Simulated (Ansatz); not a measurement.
**Sn: response to strain**

Aim: deform Sn (equal xy, yz and zx engineering shear strains of +1 %) and compute stress, forces and field gradients with LAPW, PAW and all-electron datasets made for the crystal.

Computed with Ansatz 0.2.0 (DFT PBEsol, scalar-relativistic, unless a step's input says otherwise).

### Step 1. Starting point

Symmetry: Fd-3m, No. 227, cubic system. Conventional cell: a = 6.491 Å, b = 6.491 Å, c = 6.491 Å, α = 90.00°, β = 90.00°, γ = 90.00°. Around Sn (site symmetry -43m) lie 4 Sn at 2.81 Å.

Coordinates:

```cif
data_structure
_symmetry_space_group_name_H-M 'Fd-3m:1'
_symmetry_Int_Tables_number 227
_cell_length_a 6.4912
_cell_length_b 6.4912
_cell_length_c 6.4912
_cell_angle_alpha 90.000
_cell_angle_beta 90.000
_cell_angle_gamma 90.000
_cell_volume 273.51
loop_
_atom_site_label
_atom_site_type_symbol
_atom_site_symmetry_multiplicity
_atom_site_Wyckoff_symbol
_atom_site_fract_x
_atom_site_fract_y
_atom_site_fract_z
_atom_site_occupancy
Sn1 Sn 8 a 0.50000 0.00000 0.50000 1
```

The file gives the conventional cell by its symmetry; the runs use the cell typed in the input.

Atoms are numbered in the order of the input: Sn1, Sn2.

### Step 2. After the deformation

Space group Fd-3m before, R-3m after.

### Step 3. LAPW, all electrons

The input, input.yaml:

```yaml
crystal:
  lattice:
    - [0.032456, 3.261828, 3.261828]
    - [3.261828, 0.032456, 3.261828]
    - [3.261828, 3.261828, 0.032456]
  atoms:
    - { symbol: Sn, position: [0.5, 0.5, 0.5] }
    - { symbol: Sn, position: [0.75, 0.75, 0.75] }
kpoints:
  mp_grid: { grid: [11, 11, 11] }
  band_path:
    path:
      - [0.0, 0.0, 0.0]
      - [0.5, 0.5, 0.5]
      - [0.247543133, 0.5, 0.752456867]
      - [-0.247543133, 0.247543133, 0.5]
      - [0.0, 0.0, 0.5]
      - [0.0, 0.0, 0.0]
      - [-0.3737715665, 0.0, 0.3737715665]
      - [0.0, 0.3737715665, 0.6262284335]
      - [0.0, 0.5, 0.5]
    npoints: 5
scf:
  occupations: { method: fermi_dirac, width: 0.05 }
hamiltonian:
  xc: pbesol
  pseudopotentials: { kind: all_electron, lapw: { basis_error: 0.001 } }
output:
  forces: true
  stress: true
  eigenvalues: true
```

Run with:

```sh
> ansatz run input.yaml --threads 1 --pin off --max-ram 3072MiB --backend cpu --events-out ev --progress --plain --runs-dir out
```

Output, shortened:

```text
LAPW: plane waves up to 8.205 Å⁻¹, error target 1.0e-3 eV per atom; small_component_spin mean_spin; Sn in spheres of 1.401 Å, 22 of its electrons in bands, Dirac shells []
[...]
Pseudopotentials: kind: all_electron
Pseudopotential: Sn, LAPW, valence charge 22, Koelling and Harmon's equation, gaussian nucleus
Functional definition: PBEsol
[...]
Crystal: 2 atoms, lattice volume = 68.373 Å³
Basis set: ecut = 256.5174346545111 eV, 621 PW (Γ), FFT grids on a1−a3, a2−a3, a3, exchange–correlation at level 2
Bands: 27, of which v1, the nominal top of the filled ones, is band 22 counted from 1 (21 counted from 0)
Symmetry: 12 space group operations
Space group: R-3m (ITA 166), of the structure as read, at distance tolerance 4.1e-5 Å
k-points: 146 of 1331
[...]
SCF iter   1: F=—  HF=-336030.070904 eV  |F-HF|=—  |Δ(HF+E_count)|=         —  Δρ=1.82e-2  dr2=2.81e-1  ethr=6.33e-4  ⟨swp⟩=2.9  Hψ=25478  notcnv=0
[...]
the basis was enlarged: its passes take 189.0 KiB over the memory plan, 1 of 1 planned eigensolver slots
[...]
SCF iter   9: F=-336029.994157 eV  HF=-336029.994157 eV  |F-HF|=1.71e-7  |Δ(HF+E_count)|=   1.19e-6  Δρ=8.15e-6  dr2=4.30e-8  ethr=6.09e-10  ⟨swp⟩=3.0  Hψ=11550  notcnv=0
[...]
NSCF: frozen V_eff on 41 k-points
SCF converged after 9 iterations
Free energy (F): -336029.994157 eV
[...]
E sigma→0 (E₀):  -336029.993262 eV
Entropy (-TS):   -0.001790 eV (-0.895 meV/atom)
Fermi energy:    9.997794 eV
[...]
--- Forces (eV/Å), atoms counted from 1 ---
  atom   1  Sn     0.08814343     0.08814343     0.08814343
  atom   2  Sn    -0.08814343    -0.08814343    -0.08814343
[...]
--- Stress (GPa, compression-positive) ---
        1.015431      -0.499156      -0.499156
       -0.499156       1.015431      -0.499156
       -0.499156      -0.499156       1.015431
  P = ⅓ Tr σ = 1.0154 GPa (10.154 kbar)
--- Band table (eV; the first three rows and the last of 146) ---
[...]
```

Wall time 60 s (1 thread of Intel Xeon Platinum 8375C at 2.90GHz (Ice Lake), shared host); peak memory 0.65 GiB.

This run gives: pressure 1.02 GPa; no gap; largest force 0.153 eV/Å.

### Step 4. PAW with frozen cores

The input, input.yaml:

```yaml
crystal:
  lattice:
    - [0.032456, 3.261828, 3.261828]
    - [3.261828, 0.032456, 3.261828]
    - [3.261828, 3.261828, 0.032456]
  atoms:
    - { symbol: Sn, position: [0.5, 0.5, 0.5] }
    - { symbol: Sn, position: [0.75, 0.75, 0.75] }
kpoints:
  mp_grid: { grid: [11, 11, 11] }
scf:
  occupations: { method: fermi_dirac, width: 0.05 }
hamiltonian:
  xc: pbesol
  pseudopotentials: { kind: paw }
output:
  forces: true
  stress: true
  eigenvalues: true
  efg: { contact_densities: true }
  write_density: true
  write_potential: true
  elf: true
  volumetric_format: npy
```

Run with:

```sh
> ansatz run input.yaml --threads 1 --pin off --max-ram 3072MiB --backend cpu --events-out ev --progress --plain --runs-dir out
```

Output, shortened:

```text
Sn: output.efg is read without spin–orbit coupling, which moves field gradients at and beside such atoms by some per cent and up to a factor of two; PAW files take it under magnetization.noncollinear and magnetization.spin_orbit
[...]
Pseudopotentials: kind: paw
Pseudopotential: Sn, paw, valence charge 14, recommended cutoff 420 eV (normal)
Functional definition: PBEsol
[...]
Crystal: 2 atoms, lattice volume = 68.373 Å³
Basis set: ecut = 420 eV, 1363 PW (Γ), exchange–correlation on 64×64×64 points (8 copies of the dense FFT grid, shifted against one another)
Bands: 18, of which v1, the nominal top of the filled ones, is band 14 counted from 1 (13 counted from 0)
Symmetry: 12 space group operations
Space group: R-3m (ITA 166), of the structure as read, at distance tolerance 4.1e-5 Å
k-points: 146 of 1331
[...]
  atom   1  Sn     0.08824705     0.08824705     0.08824705
  atom   2  Sn    -0.08824705    -0.08824705    -0.08824705
[...]
--- Stress (GPa, compression-positive) ---
        1.015402      -0.499514      -0.499514
       -0.499514       1.015402      -0.499514
       -0.499514      -0.499514       1.015402
  P = ⅓ Tr σ = 1.0154 GPa (10.154 kbar)
--- PAW observables at the nuclei: V_zz in 10²¹ V/m², potentials from the cell's mean, atoms counted from 1 ---
  atom   1  Sn V_zz =    +1.420395   η = 0.0000   by run symmetry: allowed
            electrostatic potential = -8170.732773 V   contact ρ = 1234587.592852 e/Å³
  atom   2  Sn V_zz =    +1.420395   η = 0.0000   by run symmetry: allowed
            electrostatic potential = -8170.732773 V   contact ρ = 1234587.592852 e/Å³
--- Band table (eV; the first three rows and the last of 146) ---
  k-point 0: bands = ["-13.9667", "-13.9667", "-13.9400", "-13.8970", "-13.8970", "-13.6008", "-13.5787", "-13.5787", "-13.5766", "-13.5766", "-2.9600", "6.9642", "7.7387", "7.7601", "7.7601", "9.7029", "9.8777", "9.8777"]
[...]
```

Run time: 16 s. Hardware: 1 thread of Intel Xeon Platinum 8375C at 2.90GHz (Ice Lake), shared host; peak memory 0.5 GiB.

Result: pressure 1.02 GPa; no gap; largest force 0.153 eV/Å; Vzz Sn1 1.42 (η = 0.00) (10²¹ V/m²).

The fields are shown in the conventional cell of this run's space group, carried over from its grid by interpolation.

Density in a lattice plane of the grid's cell (edges 4.57 and 11.36 Å, at 0.000 of the third edge), which holds Sn.

Ten even steps from ' ' (0.01 e/Å³) to '@' (16.62 e/Å³):
```
                    
                    
                    
::..              ..
@@--              --
::..              ..
                    
                    
::..              ..
@@--              --
::..              ..
                    
                    
                    
                    
                    
                    
                    
                    
                    
```
Columns run along the first of these edges and rows up along the second, over one cell in 10 and 20 even steps from the bottom left corner. Atoms in the plane (fractional): Sn at (0.00, 0.50), Sn at (0.00, 0.75).

ELF in the same plane.

Ten even steps from '0' (0.00) to '9' (0.61):
```
0002343200
3334555433
5577656775
1359767953
0057757750
1356323653
7774101477
7774101477
1356323653
0057757750
1359767953
5577656775
3334555433
0002343200
0002454200
0025777520
0038999830
0038999830
0025777520
0002454200
```
Columns run along the first of these edges and rows up along the second, over one cell in 10 and 20 even steps from the bottom left corner. Atoms in the plane (fractional): Sn at (0.00, 0.50), Sn at (0.00, 0.75).

Both are smooth fields of the valence electrons: close to the nuclei they are not physical.

The highest ELF values outside the cores: 0.64 on the Sn–Sn line, 1.4 Å from Sn; 0.63 between the atoms, 1.5 Å from Sn.

### Step 5. Datasets made for this crystal

Changes to input.yaml since step 4:

```diff
@@ -14,3 +14,3 @@
   xc: pbesol
-  pseudopotentials: { kind: paw }
+  pseudopotentials: { kind: all_electron, datasets: crystal }
 output:
@@ -20,5 +20 @@
   efg: { contact_densities: true }
-  write_density: true
-  write_potential: true
-  elf: true
-  volumetric_format: npy
```

Run with:

```sh
> ansatz run input.yaml --threads 1 --pin off --max-ram 3072MiB --backend cpu --events-out ev --progress --plain --runs-dir out
```

Output, shortened:

```text
[...]
band count auto-derived: 19 (N_el = 28.0; filled up to band 14; 18 by the electrons, moments and atoms)
Sn: output.efg is read without spin–orbit coupling, which moves field gradients at and beside such atoms by some per cent and up to a factor of two; PAW files take it under magnetization.noncollinear and magnetization.spin_orbit
[...]
Pseudopotentials: kind: all_electron
Pseudopotential: Sn, paw, valence charge 14, recommended cutoff 240 eV (normal), Koelling and Harmon's equation, gaussian nucleus
Functional definition: PBEsol
[...]
Crystal: 2 atoms, lattice volume = 68.373 Å³
Basis set: ecut = 240 eV, 561 PW (Γ), exchange–correlation on 48×48×48 points (8 copies of the dense FFT grid, shifted against one another)
Bands: 19, of which v1, the nominal top of the filled ones, is band 14 counted from 1 (13 counted from 0)
Symmetry: 12 space group operations
[...]
  atom   1  Sn     0.08818279     0.08818279     0.08818279
  atom   2  Sn    -0.08818279    -0.08818279    -0.08818279
[...]
--- Stress (GPa, compression-positive) ---
        1.014338      -0.499366      -0.499366
       -0.499366       1.014338      -0.499366
       -0.499366      -0.499366       1.014338
  P = ⅓ Tr σ = 1.0143 GPa (10.143 kbar)
--- PAW observables at the nuclei: V_zz in 10²¹ V/m², potentials from the cell's mean, atoms counted from 1 ---
  atom   1  Sn V_zz =    +1.432205   η = 0.0000   by run symmetry: allowed
            electrostatic potential = -8168.796426 V   contact ρ = 1234487.213031 e/Å³
  atom   2  Sn V_zz =    +1.432205   η = 0.0000   by run symmetry: allowed
            electrostatic potential = -8168.796426 V   contact ρ = 1234487.213031 e/Å³
--- Band table (eV; the first three rows and the last of 146) ---
  k-point 0: bands = ["-11.6196", "-11.6196", "-11.5927", "-11.5498", "-11.5498", "-11.2534", "-11.2314", "-11.2314", "-11.2293", "-11.2293", "-0.6150", "9.3097", "10.0837", "10.1051", "10.1051", "12.0478", "12.2225"]
[...]
```

Wall time 24 s (1 thread of Intel Xeon Platinum 8375C at 2.90GHz (Ice Lake), shared host); peak memory 0.62 GiB.

Read from it: pressure 1.01 GPa; no gap; largest force 0.153 eV/Å; Vzz Sn1 1.43 (η = 0.00) (10²¹ V/m²).

### Step 6. Side by side

Stress (GPa, compression positive):

| method | xx | yy | zz | yz | xz | xy |
| --- | --- | --- | --- | --- | --- | --- |
| LAPW | 1.02 | 1.02 | 1.02 | -0.50 | -0.50 | -0.50 |
| PAW | 1.02 | 1.02 | 1.02 | -0.50 | -0.50 | -0.50 |
| crystal datasets | 1.01 | 1.01 | 1.01 | -0.50 | -0.50 | -0.50 |

Forces (eV/Å):

| atom | LAPW x | LAPW y | LAPW z | PAW x | PAW y | PAW z | crystal datasets x | crystal datasets y | crystal datasets z |
| --- | --- | --- | --- | --- | --- | --- | --- | --- | --- |
| Sn1 | 0.088 | 0.088 | 0.088 | 0.088 | 0.088 | 0.088 | 0.088 | 0.088 | 0.088 |
| Sn2 | -0.088 | -0.088 | -0.088 | -0.088 | -0.088 | -0.088 | -0.088 | -0.088 | -0.088 |

```
          method  pressure (GPa)  largest force (eV/Å)  Vzz Sn1 (10²¹ V/m²)  SCF cycles, all passes
            LAPW            1.02                 0.153                    –                       9
             PAW            1.02                 0.153                 1.42                       7
crystal datasets            1.01                 0.153                 1.43                       9
```

### Step 7. What came out

```
                                 quantity                                           value
                                 pressure  LAPW 1.02, PAW 1.02, crystal datasets 1.01 GPa
largest shear or deviatoric stress (LAPW)                                        0.50 GPa
```

The largest part of the stress beyond the pressure is 0.50 GPa in size; the atoms are carried along and not relaxed. No run of the undeformed cell stands beside it, so the pressure holds what the given cell had before the change. PAW: stress within 0.01 GPa of LAPW, forces within 1 meV/Å. Crystal datasets: stress within 0.01 GPa of LAPW, forces within 1 meV/Å.
